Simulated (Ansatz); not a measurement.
# FeNi3 (Pm-3m): equation of state

An exercise on one series of results from a longer session: the logs are not shown, and one member is left open.

Method: DFT LDA, scalar-relativistic, plane waves, PAW, in Ansatz 0.2.0.

### The starting structure

The structure is cubic, space group Pm-3m (No. 221). Conventional cell: a = 3.448 Å, b = 3.448 Å, c = 3.448 Å, α = 90.00°, β = 90.00°, γ = 90.00°. Fe (site symmetry m-3m) is surrounded by 12 Ni at 2.44 Å. Ni (site symmetry 4/mmm) is surrounded by 4 Fe at 2.44 Å and 8 Ni at 2.44 Å.

Coordinates:

```
Fe Ni
1.0
     3.44848    0.00000    0.00000
     0.00000    3.44848    0.00000
     0.00000    0.00000    3.44848
Fe Ni
1 3
Direct
  0.00000 0.00000 0.00000
  0.00000 0.50000 0.50000
  0.50000 0.00000 0.50000
  0.50000 0.50000 0.00000
```

This cell comes from an earlier session at LDA: 10.252 Å³/atom at -0.09 GPa, on a 12×12×12 mesh.

Volume factors to run: 0.980, 1.020, 0.960, 1.040.

Set-up of the first run:

File input.yaml:

```yaml
crystal:
  lattice:
    - [3.4253370208, 0.0, 0.0]
    - [0.0, 3.4253370208, 0.0]
    - [0.0, 0.0, 3.4253370208]
  atoms:
    - { symbol: Fe, position: [0.0, 0.0, 0.0], spin: 3.01 }
    - { symbol: Ni, position: [0.0, 0.5, 0.5], spin: 0.73 }
    - { symbol: Ni, position: [0.5, 0.0, 0.5], spin: 0.73 }
    - { symbol: Ni, position: [0.5, 0.5, 0.0], spin: 0.73 }
basis:
  ecutwfc: 420
  ecutrho_ratio: 4
kpoints:
  mp_grid: { grid: [12, 12, 12] }
hamiltonian:
  xc: lda
scf:
  occupations: { method: gaussian, width: 0.05 }
output:
  forces: true
  stress: true
  eigenvalues: true
  populations: true
magnetization:
  spin_polarized: true
```

The run is started by

```bash
ansatz run input.yaml --threads 2 --pin off --max-ram 5120MiB --backend cpu --events-out ev --progress --plain --runs-dir out
```

Among the steps run: At 0.980 of the relaxed volume; Volume × 1.020; Volume × 0.960; Scaling the volume by 1.040.

One of the session's tables, all rows but one given; the rest of the session is left out.

It belongs to the step «The fit». 

| volume (Å³/atom) | energy (meV/atom) | pressure (GPa) | moment of atom 1 (μB) |
| --- | --- | --- | --- |
| 9.842 | 13.63 | 11.17 | 2.69 |
| 10.047 | ? | ? | ? |
| 10.252 | 0.00 | -0.09 | 2.74 |
| 10.457 | 3.22 | -4.82 | 2.77 |
| 10.662 | 12.16 | -9.04 | 2.79 |

**Question.** Estimate the row for volume (Å³/atom) = 10.047.

Worked estimate for «energy (meV/atom)». A straight line through the neighbours (9.842, 13.63) and (10.252, 0.00) gives 13.63 + (0.00 − 13.63) × (10.047 − 9.842) / (10.252 − 9.842) = 6.82; a parabola fitted to 3 rows on both sides gives 3.47.

The run gave: energy (meV/atom): 3.21; pressure (GPa): 5.22; moment of atom 1 (μB): 2.71. In «energy (meV/atom)» the line misses by +3.61 and the parabola by +0.26.

To keep in mind: Warnings in the runs' records: stability check not made.
